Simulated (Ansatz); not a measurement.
**CHFNSi radical: small, medium and large basis sets**

How large a basis does CHFNSi radical need? Two functionals are run in growing sets.

The runs use Ansatz 0.2.0, Gaussian basis; one geometry, several basis sets.

The runs, in order: PBE0-D4/def2-SVP; ωB97M-V/def2-SVP; PBE0-D4/def2-QZVPP; ωB97M-V/def2-QZVPP; the functionals' def2-TZVPP values are taken from earlier runs.

**1. The geometry**

All runs share one geometry, relaxed beforehand with PBE0-D4 in a triple-zeta def2 set.

SMILES `N#C[SiH]F`, 5 atoms, charge 0, spin multiplicity 2.

Atoms are counted from 1 here; the program's logs count them from 0.

Bond lengths: N1–C2 1.154 Å, C2–Si3 1.837 Å, Si3–F4 1.591 Å, Si3–H5 1.482 Å. Angles: N1–C2–Si3 173.9°, C2–Si3–F4 108.1°, C2–Si3–H5 109.3°, F4–Si3–H5 109.8°.

**2. PBE0-D4 in def2-SVP**

Input file in.yaml:

```yaml
crystal:
  periodic: [false, false, false]
  atoms:
    - {symbol: N, position_ang: [1.347403, -1.164043, 1.391263]}
    - {symbol: C, position_ang: [0.713766, -0.590013, 0.616190]}
    - {symbol: Si, position_ang: [-0.146065, 0.297573, -0.743520]}
    - {symbol: F, position_ang: [-1.590315, -0.347117, -0.917739]}
    - {symbol: H, position_ang: [-0.274888, 1.729999, -0.387594]}
basis:
  gaussian: {orbitals: def2-SVP}
magnetization: {spin_polarized: true, initial_magnetization: 1}
hamiltonian: {xc: pbe0, dispersion: d4}
output: {orbitals: {seedname: orbitals}}
```

Further steps of the session: ωB97M-V in def2-SVP; PBE0-D4 in def2-QZVPP; ωB97M-V in def2-QZVPP.

Before running them: what should the planned runs give, taken together? Wanted: PBE0-D4: double and triple zeta above quadruple; ωB97M-V: double and triple zeta above quadruple.

**Answer**, as computed:

| quantity | value |
| --- | --- |
| PBE0-D4: double and triple zeta above quadruple | 9.87, 0.56 eV |
| ωB97M-V: double and triple zeta above quadruple | 9.98, 0.52 eV |

**Reading.** For PBE0-D4 the step from double to triple zeta gains 9.31 eV and the next only 0.56 eV. Total energies overstate the basis error of differences, where much of it tends to cancel.
